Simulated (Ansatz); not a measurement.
# CH7BN2: the cost of one run

All numbers below are computed with Ansatz 0.2.0 (RKS PBE0-D4/def2-SVP).

### 1 The structure to begin with

Bond lengths: B1–C2 1.600 Å, C2–H3 1.110 Å, C2–H4 1.110 Å, C2–H5 1.110 Å, B1–N6 1.550 Å, N6–H7 1.060 Å, N6–H8 1.060 Å, B1–N9 1.550 Å, N9–H10 1.060 Å, N9–H11 1.060 Å. Angles (14 of 15 angles, heavy atoms first): C2–B1–N6 120.0°, C2–B1–N9 120.0°, N6–B1–N9 120.0°, B1–C2–H3 109.5°, B1–C2–H4 109.5°, B1–C2–H5 109.5°, B1–N6–H7 120.0°, B1–N6–H8 120.0°, B1–N9–H10 120.0°, B1–N9–H11 120.0°, H3–C2–H4 109.4°, H3–C2–H5 109.4°, H4–C2–H5 109.4°, H7–N6–H8 120.0°.

Coordinates:

```xyz
11

B     0.0000    0.0000    0.0000
C     0.0000    0.0000    1.6000
H    -0.9996   -0.3092    1.9705
H     0.7676   -0.7111    1.9705
H     0.2320    1.0203    1.9705
N     1.3423    0.0000   -0.7750
H     1.8089   -0.9179   -1.0268
H     1.7937    0.9179   -1.0532
N    -1.3423    0.0000   -0.7750
H    -2.0112   -0.8164   -0.6764
H    -1.5914    0.8164   -1.4036
```

### 2 Preparing the start

The input, input.yaml:

```yaml
crystal:
  periodic: [false, false, false]
  atoms:
    - { symbol: B, position_ang: [0.0, 0.0, 0.0] }
    - { symbol: C, position_ang: [0.0, 0.0, 1.6] }
    - { symbol: H, position_ang: [-0.9996, -0.3092, 1.9705] }
    - { symbol: H, position_ang: [0.7676, -0.7111, 1.9705] }
    - { symbol: H, position_ang: [0.232, 1.0203, 1.9705] }
    - { symbol: "N", position_ang: [1.3423, 0.0, -0.775] }
    - { symbol: H, position_ang: [1.8089, -0.9179, -1.0268] }
    - { symbol: H, position_ang: [1.7937, 0.9179, -1.0532] }
    - { symbol: "N", position_ang: [-1.3423, 0.0, -0.775] }
    - { symbol: H, position_ang: [-2.0112, -0.8164, -0.6764] }
    - { symbol: H, position_ang: [-1.5914, 0.8164, -1.4036] }
basis:
  gaussian: { orbitals: def2-SVP }
hamiltonian:
  xc: pbe0
  dispersion: d4
relax:
  f_tol: 0.02
  max_steps: 40
```

On the command line:

```bash
$ ansatz run input.yaml --threads 1 --pin off --max-ram 2048MiB --backend cpu --events-out ev --progress --plain --runs-dir out
```

What time and memory should one allow on 1 thread of Arm Neoverse V1, shared host?

About 45 s, with a peak of 0.17 GiB.
